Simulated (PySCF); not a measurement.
# C₅H₁₀N₂: magnetic properties

What do calculations give for the magnetic properties of C₅H₁₀N₂ (`CCN1CCC=N1`)?

Programs: PySCF 2.14.0, with routines of our own; each step states its level. All values are computed. Atoms count from 0.

## 1. The starting structure

17 atoms, charge 0, multiplicity 1; geometry from: GFN2-xTB.

## 2. Magnetic properties: GIAO PBE0/pcSseg-1

What the job is given:

```
{"job": {"kind": "mag", "xc": "PBE0", "basis": "pcSseg-1", "isotopologues": 2}, "charge": 0, "multiplicity": 1}
C      2.164873    -0.085648     0.581832
C      1.399445     0.348897    -0.671658
N     -0.028725     0.382360    -0.512481
C     -0.806108    -0.849618    -0.322416
C     -2.076986    -0.353220     0.382100
C     -1.683628     1.076313     0.676578
N     -0.555240     1.401000     0.191522
H      3.233391     0.021488     0.416517
H      1.958436    -1.124716     0.828727
H      1.874584     0.538843     1.423573
H      1.701045     1.362591    -0.944714
H      1.627434    -0.321979    -1.505121
H     -1.003156    -1.303073    -1.296936
H     -0.254772    -1.570764     0.292173
H     -2.950123    -0.384103    -0.273011
H     -2.313657    -0.907868     1.291270
H     -2.293811     1.781526     1.205253
```

Level: GIAO PBE0/pcSseg-1 magnetisability, rotational g tensor and spin-rotation constants, non-relativistic, gas phase.

Run with:

```sh
$ OMP_NUM_THREADS=1 python excited_run.py task.json out
```

This one command runs all jobs of the session in turn.

What it wrote:

```text
coarse grid: 13760 points
cycle   1  E = -305.5363186417  dE =  9.686e-01  |g| = 3.488e-01  |ddm| = 3.628e+00
cycle   2  E = -305.5410597590  dE = -4.741e-03  |g| = 3.373e-01  |ddm| = 6.464e-01
cycle   3  E = -305.5689430309  dE = -2.788e-02  |g| = 5.217e-02  |ddm| = 2.907e-01
cycle   4  E = -305.5693577391  dE = -4.147e-04  |g| = 2.457e-02  |ddm| = 4.618e-02
cycle   5  E = -305.5694661465  dE = -1.084e-04  |g| = 7.361e-03  |ddm| = 2.194e-02
cycle   6  E = -305.5694768368  dE = -1.069e-05  |g| = 2.069e-03  |ddm| = 7.200e-03
cycle   7  E = -305.5694776122  dE = -7.754e-07  |g| = 8.677e-04  |ddm| = 2.475e-03
final grid: 131744 points
cycle   8  E = -305.6096868914  dE = -4.037e-05  |g| = 8.777e-03  |ddm| = 2.846e-02
cycle   9  E = -305.6096741934  dE =  1.270e-05  |g| = 1.147e-02  |ddm| = 1.817e-02
cycle  10  E = -305.6097051509  dE = -3.096e-05  |g| = 2.695e-03  |ddm| = 1.126e-02
cycle  11  E = -305.6097068317  dE = -1.681e-06  |g| = 2.784e-04  |ddm| = 2.209e-03
cycle  12  E = -305.6097068468  dE = -1.507e-08  |g| = 7.195e-05  |ddm| = 2.659e-04
cycle  13  E = -305.6097068477  dE = -9.113e-10  |g| = 3.652e-05  |ddm| = 9.211e-05
cycle  14  E = -305.6097068480  dE = -2.758e-10  |g| = 8.051e-06  |ddm| = 3.171e-05
converged SCF energy = -305.6097068480

Magnetisability tensor (1e-30 J/T^2)
    -1067.04       12.20      -76.54
       12.20    -1049.68       52.59
      -76.54       52.59    -1111.81
isotropic -1076.18   principal values   -1187.26  -1044.01   -997.27
isotropic susceptibility -64.809 1e-6 cm^3/mol

Inertial axes            a          b          c
rot. const./GHz      5.5109     2.0241     1.7874
chi total           -63.389    -62.047    -68.990
chi diamagnetic    -325.286   -719.780   -797.694
chi paramagnetic    261.896    657.733    728.704
quadrupole/D A        5.879     -3.207     -2.671
g nuclear            0.6361     0.6139     0.6072
g electronic        -0.6781    -0.6254    -0.6119
g total             -0.0419    -0.0116    -0.0047

Spin-rotation constants (kHz, H = +C I.J)
atom  isotope        aa         bb         cc
  2    14N        0.618      0.129      0.177
  6    14N        1.385      0.500      0.178
  7     1H        0.118     -0.236     -0.203
  8     1H       -0.571     -0.014     -0.153
  9     1H       -0.499     -0.099     -0.111
 10     1H       -0.455      0.032     -0.143
 11     1H       -0.478     -0.028     -0.112
 12     1H       -0.551     -0.084     -0.032
 13     1H       -0.401     -0.129     -0.047
 14     1H       -0.130     -0.198     -0.087
 15     1H       -0.526     -0.183      0.025
 16     1H       -0.120      0.005     -0.170
  0    13C*       0.719      0.281      0.207
  1    13C*       0.862      0.424      0.342
  3    13C*       0.980      0.328      0.376
  4    13C*       0.947      0.278      0.357
  5    13C*       1.532      0.893      0.408
* in the singly substituted isotopologue

Isotopologues: g along a, b, c
2H    at 7,8,9,10,11,12    -0.0333    -0.0096    -0.0039
13C   at 0                 -0.0414    -0.0113    -0.0047
```

Wall time 30 s (1 thread of Arm Neoverse V1, shared host); peak memory 0.75 GiB.

Key values:

```tsv
quantity	value
magnetisability	-1076·10⁻³⁰ J/T²
molar susceptibility	-64.8·10⁻⁶ cm³/mol
rotational g (a, b, c)	-0.0419, -0.0116, -0.0047
```

## 3. Magnetic properties: GIAO OLYP/pcseg-1

Settings changed since step 2:

```diff
@@ -1,2 +1,2 @@
-{"job": {"kind": "mag", "xc": "PBE0", "basis": "pcSseg-1", "isotopologues": 2}, "charge": 0, "multiplicity": 1}
+{"job": {"kind": "mag", "xc": "OLYP", "basis": "pcseg-1", "scf": {"conv": 1e-07}}, "charge": 0, "multiplicity": 1}
 C      2.164873    -0.085648     0.581832
```

Level: GIAO OLYP/pcseg-1 magnetisability, rotational g tensor and spin-rotation constants, non-relativistic, gas phase.

What it wrote:

```text
final grid: 131744 points
cycle   1  E = -305.7626014892  dE =  7.278e-01  |g| = 4.489e-01  |ddm| = 4.116e+00
cycle   2  E = -305.7155391313  dE =  4.706e-02  |g| = 6.182e-01  |ddm| = 1.364e+00
cycle   3  E = -305.8226069144  dE = -1.071e-01  |g| = 6.864e-02  |ddm| = 7.454e-01
cycle   4  E = -305.8230940429  dE = -4.871e-04  |g| = 4.991e-02  |ddm| = 1.279e-01
cycle   5  E = -305.8236594668  dE = -5.654e-04  |g| = 1.474e-02  |ddm| = 6.883e-02
cycle   6  E = -305.8237064322  dE = -4.697e-05  |g| = 6.193e-03  |ddm| = 1.861e-02
cycle   7  E = -305.8237143708  dE = -7.939e-06  |g| = 1.254e-03  |ddm| = 5.811e-03
cycle   8  E = -305.8237146982  dE = -3.274e-07  |g| = 3.695e-04  |ddm| = 1.825e-03
cycle   9  E = -305.8237147286  dE = -3.046e-08  |g| = 1.240e-04  |ddm| = 5.946e-04
converged SCF energy = -305.8237147286

Magnetisability tensor (1e-30 J/T^2)
    -1044.63       12.40      -75.70
       12.40    -1027.76       52.88
      -75.70       52.88    -1085.55
isotropic -1052.65   principal values   -1162.15  -1021.78   -974.01
isotropic susceptibility -63.392 1e-6 cm^3/mol

Inertial axes            a          b          c
rot. const./GHz      5.5109     2.0241     1.7874
chi total           -62.048    -60.703    -67.425
chi diamagnetic    -325.529   -720.441   -798.531
chi paramagnetic    263.481    659.738    731.107
quadrupole/D A        5.307     -3.072     -2.235
g nuclear            0.6361     0.6139     0.6072
g electronic        -0.6822    -0.6274    -0.6139
g total             -0.0460    -0.0135    -0.0067

Spin-rotation constants (kHz, H = +C I.J)
atom  isotope        aa         bb         cc
  2    14N        0.600      0.137      0.173
  6    14N        1.266      0.448      0.168
  7     1H        0.134     -0.240     -0.207
  8     1H       -0.577     -0.010     -0.152
  9     1H       -0.507     -0.098     -0.110
 10     1H       -0.459      0.034     -0.144
 11     1H       -0.478     -0.028     -0.110
 12     1H       -0.557     -0.084     -0.032
 13     1H       -0.399     -0.129     -0.045
 14     1H       -0.120     -0.202     -0.087
 15     1H       -0.526     -0.186      0.029
 16     1H       -0.124      0.001     -0.174
  0    13C*       0.702      0.271      0.198
  1    13C*       0.846      0.423      0.338
  3    13C*       0.947      0.326      0.375
  4    13C*       0.925      0.271      0.357
  5    13C*       1.457      0.815      0.396
* in the singly substituted isotopologue
```

It took 24 s on 1 thread of Arm Neoverse V1, shared host; peak memory 0.61 GiB.

From this job:

```tsv
quantity	value
magnetisability	-1053·10⁻³⁰ J/T²
molar susceptibility	-63.4·10⁻⁶ cm³/mol
rotational g (a, b, c)	-0.0460, -0.0135, -0.0067
```

## 4. Magnetic properties: common gauge origin B97-D/MINI

Settings changed since step 3:

```diff
@@ -1,2 +1,2 @@
-{"job": {"kind": "mag", "xc": "OLYP", "basis": "pcseg-1", "scf": {"conv": 1e-07}}, "charge": 0, "multiplicity": 1}
+{"job": {"kind": "mag", "xc": "B97-D", "basis": "MINI", "scf": {"conv": 1e-15, "max_cycle": 74}, "gauge": [2, 0, 0]}, "charge": 0, "multiplicity": 1}
 C      2.164873    -0.085648     0.581832
```

Method: common gauge origin B97-D/MINI magnetisability, rotational g tensor and spin-rotation constants, non-relativistic, gas phase.

What it wrote:

```text
final grid: 131744 points
cycle   1  E = -303.2786124663  dE =  1.065e+00  |g| = 1.974e-01  |ddm| = 6.267e+00
cycle   2  E = -303.2633595457  dE =  1.525e-02  |g| = 2.997e-01  |ddm| = 9.411e-01
cycle   3  E = -303.2899930073  dE = -2.663e-02  |g| = 1.169e-01  |ddm| = 6.474e-01
cycle   4  E = -303.2943911999  dE = -4.398e-03  |g| = 2.694e-02  |ddm| = 2.425e-01
cycle   5  E = -303.2946167801  dE = -2.256e-04  |g| = 9.441e-03  |ddm| = 5.912e-02
cycle   6  E = -303.2946426437  dE = -2.586e-05  |g| = 1.371e-03  |ddm| = 1.547e-02
cycle   7  E = -303.2946432575  dE = -6.138e-07  |g| = 3.333e-04  |ddm| = 3.130e-03
cycle   8  E = -303.2946433029  dE = -4.541e-08  |g| = 3.736e-05  |ddm| = 7.870e-04
cycle   9  E = -303.2946433036  dE = -6.224e-10  |g| = 9.300e-06  |ddm| = 1.049e-04
cycle  10  E = -303.2946433036  dE = -3.001e-11  |g| = 2.220e-06  |ddm| = 1.997e-05
cycle  11  E = -303.2946433036  dE = -1.023e-12  |g| = 7.802e-07  |ddm| = 5.679e-06
cycle  12  E = -303.2946433036  dE = -4.547e-13  |g| = 7.728e-08  |ddm| = 1.818e-06
cycle  13  E = -303.2946433036  dE =  6.821e-13  |g| = 4.135e-08  |ddm| = 1.989e-07
cycle  14  E = -303.2946433036  dE = -3.411e-13  |g| = 8.863e-09  |ddm| = 6.596e-08
cycle  15  E = -303.2946433036  dE =  5.684e-13  |g| = 4.357e-09  |ddm| = 7.815e-09
cycle  16  E = -303.2946433036  dE =  4.547e-13  |g| = 3.460e-09  |ddm| = 3.722e-09
cycle  17  E = -303.2946433036  dE = -2.274e-13  |g| = 1.573e-09  |ddm| = 4.937e-09
cycle  18  E = -303.2946433036  dE =  0.000e+00  |g| = 5.263e-09  |ddm| = 9.927e-09
converged SCF energy = -303.2946433036

Magnetisability tensor (1e-30 J/T^2)
    -4425.55     -385.19     -802.16
     -385.19   -21455.52      206.45
     -802.16      206.45   -21343.86
isotropic -15741.64   principal values  -21615.69 -21230.74  -4378.49
isotropic susceptibility -947.984 1e-6 cm^3/mol

Inertial axes            a          b          c
rot. const./GHz      5.5109     2.0241     1.7874
chi total          -267.029  -1286.254  -1290.669
chi diamagnetic    -337.280   -733.115   -811.231
chi paramagnetic     70.251   -553.139   -479.438
quadrupole/D A        4.247     -2.563     -1.684
g nuclear            0.6361     0.6139     0.6072
g electronic        -0.1819     0.5260     0.4026
g total              0.4542     1.1399     1.0098

Spin-rotation constants (kHz, H = +C I.J)
atom  isotope        aa         bb         cc
  2    14N        0.711      0.054      0.004
  6    14N        1.683      0.160      0.108
  7     1H       -0.707     -0.955     -0.697
  8     1H       -0.538     -1.050     -0.952
  9     1H       -1.058     -1.182     -1.235
 10     1H       -0.660     -1.326     -1.452
 11     1H       -0.055     -1.196     -1.237
 12     1H        1.215     -0.192      0.181
 13     1H       -0.419     -2.085     -1.169
 14     1H       -0.802      2.793      2.460
 15     1H       -0.798      1.318      1.229
 16     1H        0.361      2.708      1.980
  0    13C*       0.562     -0.054     -0.016
  1    13C*       0.623     -0.176     -0.154
  3    13C*       0.872      0.088      0.171
  4    13C*       0.604      0.753      0.639
  5    13C*       0.716      1.364      0.702
* in the singly substituted isotopologue
```

Wall time 8.2 s (1 thread of Arm Neoverse V1, shared host); peak memory 0.36 GiB.

A normal end doesn't make this result sound: a common gauge origin replaces GIAOs, so the magnetic properties depend on where the origin lies; the basis MINI is minimal.

## 5. The levels compared

```tsv
level	ξ (10⁻³⁰ J/T²)	g(a)	g(b)	gap (eV)	functions	time
GIAO PBE0/pcSseg-1	-1076	-0.0419	-0.0116	6.12	169	30 s
GIAO OLYP/pcseg-1	-1053	-0.0460	-0.0135	3.99	148	24 s
```

## 6. Outcome

| quantity | value |
| --- | --- |
| magnetisability (step 2, GIAO PBE0/pcSseg-1) | -1076·10⁻³⁰ J/T² |
| molar susceptibility (step 2, GIAO PBE0/pcSseg-1) | -64.8·10⁻⁶ cm³/mol |
| rotational g (a, b, c) (step 2, GIAO PBE0/pcSseg-1) | -0.0419, -0.0116, -0.0047 |
| magnetisability over the levels | -1076 to -1053·10⁻³⁰ J/T² |
| runs | 0 failed, 1 ended on unsound input |

In words: The magnetisability spreads by 2.2 % over 2 levels of like cost. Two levels can agree by chance, so this spread shows no convergence. Vibrational averaging and real surroundings are missing from these values.
